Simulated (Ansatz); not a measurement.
**C₈H₁₆O: up Jacob's ladder to CCSD(T)**

An exercise on one series of results from a longer session: the logs are not shown, and one member is left open.

Program: Ansatz 0.2.0, Gaussian basis. Level of theory: functionals in def2-TZVPP, the program's frozen cores in correlated methods. These are calculated values, not measurements.

The runs, in order: LDA (SPW92), PBE-D4, revPBE-D4, BLYP-D4, r2SCAN-D4, B97M-V, PBE0-D4, B3LYP-D4, r2SCANh-D4, r2SCAN0-D4, HSE06-D4, BHLYP-D4, CAM-B3LYP-D4, LC-ωPBE, ωB97X-V, ωB97M-V, B2PLYP, PBE-QIDH; CCSD(T)/def2-SVP; CCSD(T)/def2-TZVPP; MP2/def2-QZVPP; extrapolation to the limit; RPA on PBE.

## The relaxed structure

All runs share one geometry, relaxed beforehand with PBE0-D4 in a triple-zeta def2 set.

SMILES `CC(C)C(=O)C(C)(C)C`, 25 atoms, charge 0, spin multiplicity 1.

Atoms are counted from 1 here; the program's logs count them from 0.

Bond lengths: C1–C2 1.526 Å, C1–H10 1.093 Å, C1–H11 1.092 Å, C1–H12 1.093 Å, C2–C3 1.526 Å, C2–C4 1.523 Å, C2–H13 1.090 Å, C3–H14 1.093 Å, C3–H15 1.092 Å, C3–H16 1.093 Å, C4–O5 1.208 Å, C4–C6 1.538 Å, C6–C7 1.531 Å, C6–C8 1.523 Å, C6–C9 1.531 Å, C7–H17 1.094 Å, C7–H18 1.090 Å, C7–H19 1.093 Å and more. Angles: C2–C1–H10 111.7°, C2–C1–H11 110.0°, C2–C1–H12 110.3°, H10–C1–H11 108.1°, H10–C1–H12 108.0°, H11–C1–H12 108.7°, C1–C2–C3 111.2°, C1–C2–C4 108.9°, C1–C2–H13 108.9°, C3–C2–C4 108.8°, C3–C2–H13 108.9°, C4–C2–H13 110.1°, C2–C3–H14 110.3°, C2–C3–H15 110.0°, C2–C3–H16 111.7°, H14–C3–H15 108.7°, H14–C3–H16 108.0°, H15–C3–H16 108.1° and more.

Set-up of the first run:

File in.yaml:

```yaml
crystal:
  periodic: [false, false, false]
  atoms:
    - {symbol: C, position_ang: [0.938463, -1.080206, -2.169094]}
    - {symbol: C, position_ang: [0.442669, -1.208076, -0.732032]}
    - {symbol: C, position_ang: [-0.298926, -2.524278, -0.519159]}
    - {symbol: C, position_ang: [-0.506411, -0.055131, -0.432968]}
    - {symbol: O, position_ang: [-1.512208, 0.062781, -1.091340]}
    - {symbol: C, position_ang: [-0.222203, 0.965094, 0.682251]}
    - {symbol: C, position_ang: [-1.410749, 0.914804, 1.645436]}
    - {symbol: C, position_ang: [1.068703, 0.712280, 1.449647]}
    - {symbol: C, position_ang: [-0.164015, 2.343410, 0.018734]}
    - {symbol: H, position_ang: [1.504785, -0.157745, -2.320685]}
    - {symbol: H, position_ang: [0.091658, -1.075046, -2.857873]}
    - {symbol: H, position_ang: [1.589325, -1.920657, -2.421473]}
    - {symbol: H, position_ang: [1.299358, -1.172992, -0.058525]}
    - {symbol: H, position_ang: [0.349010, -3.368448, -0.766582]}
    - {symbol: H, position_ang: [-1.182761, -2.563160, -1.158605]}
    - {symbol: H, position_ang: [-0.624674, -2.641756, 0.517549]}
    - {symbol: H, position_ang: [-1.474561, -0.054241, 2.148250]}
    - {symbol: H, position_ang: [-2.344294, 1.084295, 1.108343]}
    - {symbol: H, position_ang: [-1.300256, 1.685086, 2.413353]}
    - {symbol: H, position_ang: [1.188414, 1.479062, 2.219614]}
    - {symbol: H, position_ang: [1.064481, -0.257789, 1.953081]}
    - {symbol: H, position_ang: [1.948007, 0.759931, 0.802378]}
    - {symbol: H, position_ang: [-1.079339, 2.535842, -0.541569]}
    - {symbol: H, position_ang: [0.682521, 2.418413, -0.669535]}
    - {symbol: H, position_ang: [-0.046986, 3.118540, 0.780794]}
basis:
  gaussian: {orbitals: def2-TZVPP}
hamiltonian: {xc: lda}
output: {orbitals: {seedname: orbitals}}
```

Run with:

```bash
ansatz run in.yaml --threads 4 --pin off --events-out ev --progress --plain --max-ram 41984MiB --backend cuda --devices 0, --max-vram 37GiB
```

Steps of the session up to this table: LDA; PBE-D4 (GGA); revPBE-D4 (GGA); BLYP-D4 (GGA); r2SCAN-D4 (meta-GGA); B97M-V (meta-GGA); B3LYP-D4 (hybrid); r2SCANh-D4 (hybrid); r2SCAN0-D4 (hybrid); HSE06-D4 (hybrid); BHLYP-D4 (hybrid); CAM-B3LYP-D4 (range-separated); LC-ωPBE (range-separated); ωB97X-V (range-separated); ωB97M-V (range-separated); B2PLYP (double hybrid); PBE-QIDH (double hybrid).

One of the session's tables, all rows but one given; the rest of the session is left out.

It belongs to the step «Frontier levels by functional». 

```
  functional  HOMO (eV)  gap (eV)
 LDA (SPW92)      -5.61      3.69
      PBE-D4      -5.43      3.80
   revPBE-D4      -5.35      3.84
     BLYP-D4      -5.34      3.85
   r2SCAN-D4      -5.68      4.28
      B97M-V      -5.87      4.55
     PBE0-D4      -6.91      6.44
    B3LYP-D4      -6.70      5.97
  r2SCANh-D4          ?         ?
  r2SCAN0-D4      -7.10      6.74
    HSE06-D4      -6.51      5.65
    BHLYP-D4      -8.36      9.14
CAM-B3LYP-D4      -8.36      9.09
     LC-ωPBE      -9.62     11.61
     ωB97X-V      -9.33     11.19
     ωB97M-V      -9.28     11.01
```

Estimate the missing values for r2SCANh-D4.

Worked estimate for «HOMO (eV)». Against the share of exact exchange, r2SCAN-D4 (0, -5.68), r2SCAN0-D4 (0.25, -7.10) give a slope of -5.68 per unit share; at 0.1 the line stands at -6.25.

**Answer.** HOMO (eV): -6.25; gap (eV): 5.27. In «HOMO (eV)» the line misses by 0.00.
